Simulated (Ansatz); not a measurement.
# CO2 (CO2-V): the cost of one run

Program: Ansatz 0.2.0. Level of theory: DFT r2SCAN, scalar-relativistic, plane waves, PAW. These are calculated values, not measurements.

**1. The system as given**

Symmetry: I-42d, No. 122, tetragonal system. The conventional cell has a = 3.616 Å, b = 3.616 Å, c = 5.803 Å, α = 90.00°, β = 90.00°, γ = 90.00°. C (site symmetry -4) has 4 O at 1.52 Å as nearest neighbours. O (site symmetry 2) has 2 C at 1.52 Å as nearest neighbours.

Coordinates:

```cif
data_structure
_symmetry_space_group_name_H-M 'I-42d'
_symmetry_Int_Tables_number 122
_cell_length_a 3.6162
_cell_length_b 3.6162
_cell_length_c 5.8034
_cell_angle_alpha 90.000
_cell_angle_beta 90.000
_cell_angle_gamma 90.000
_cell_volume 75.89
loop_
_atom_site_label
_atom_site_type_symbol
_atom_site_symmetry_multiplicity
_atom_site_Wyckoff_symbol
_atom_site_fract_x
_atom_site_fract_y
_atom_site_fract_z
_atom_site_occupancy
C1 C 4 a 0.00000 0.00000 0.00000 1
O1 O 8 d 0.27000 0.25000 0.12500 1
```

**2. Cell and atoms relaxed at 60 GPa**

The input, input.yaml:

```yaml
crystal:
  lattice:
    - [-1.8081, 1.8081, 2.9017]
    - [1.8081, -1.8081, 2.9017]
    - [1.8081, 1.8081, -2.9017]
  atoms:
    - { symbol: C, position: [0.0, 0.0, 0.0] }
    - { symbol: C, position: [0.75, 0.25, 0.5] }
    - { symbol: O, position: [0.375, 0.395, 0.52] }
    - { symbol: O, position: [0.605, 0.125, 0.98] }
    - { symbol: O, position: [0.875, 0.855, 0.48] }
    - { symbol: O, position: [0.145, 0.625, 0.02] }
scf:
  occupations: { method: fixed }
output:
  forces: true
  stress: true
  eigenvalues: true
  write_density: true
  write_potential: true
  elf: true
  volumetric_format: npy
hamiltonian:
  xc: r2scan
basis:
  ecutwfc: 600
kpoints:
  mp_grid: { grid: [8, 8, 8] }
relax:
  f_tol: 0.003
  max_steps: 60
  cell: { stress_tol: 0.05, p_target: 60 }
```

The run is started by

```sh
$ ansatz run input.yaml --threads 2 --pin off --max-ram 6144MiB --backend cpu --events-out ev --progress --plain --runs-dir out
```

**Question.** How long does this run take on 2 threads of Arm Neoverse V2, shared host, and how much memory does it need?

About 79 s, with a peak of 0.53 GiB.
